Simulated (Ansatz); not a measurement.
The system is Y3Ge.

```xyz
4
Lattice="-2.2654 2.2654 5.1970 2.2654 -2.2654 5.1970 2.2654 2.2654 -5.1970" Properties=species:S:1:pos:R:3 pbc="T T T"
Y     0.0000    0.0000    5.1970
Y     2.2654    0.0000    2.5985
Y     0.0000    2.2654    2.5985
Ge    0.0000    0.0000    0.0000
```

The cell comes from a database or a generator and needn't be the stable form of this composition.

* Program: Ansatz 0.2.0
* Task: relaxation of cell and atoms
* Functional: BLYP
* Potentials or basis: Ansatz PAW
* Cutoff: 420 eV (not typed: the program's choice for these potentials)
* k mesh: 6 × 6 × 6
* Occupations: fermi-dirac, width 0.05 eV
* Spin: no spin polarisation

At the start: volume 26.67 Å³/atom.

Task: How do energy, volume and symmetry change on relaxing?

Result: It ends after 5 steps and the volume is 27.79 Å³/atom (+4.2 %); space group I4/mmm (No. 139, to 0.05 Å).

The path:
```csv
step,energy change (eV),largest force (eV/Å),volume (Å³)
1,0.0000,0.0000,106.68
2,-0.0262,0.0000,112.32
3,-0.0290,0.0000,111.24
4,-0.0291,0.0000,111.16
5,-0.0294,0.0000,111.16
```

Final structure:
```yaml
crystal:
  lattice:
    - [-2.28599, 2.28599, 5.31796]
    - [2.28599, -2.28599, 5.31796]
    - [2.28599, 2.28599, -5.31796]
  atoms:
    - { symbol: Y, position: [0.50000, 0.50000, 0.00000] }
    - { symbol: Y, position: [0.25000, 0.75000, 0.50000] }
    - { symbol: Y, position: [0.75000, 0.25000, 0.50000] }
    - { symbol: Ge, position: [0.00000, 0.00000, 0.00000] }
```

Caveat: the plane-wave basis is chosen anew once the cell has moved, so the energies of steps on either side of that aren't comparable; the PAW data sets come from PBE, with cores solved anew for the run's functional, which leaves a small shift of forces and pressure.
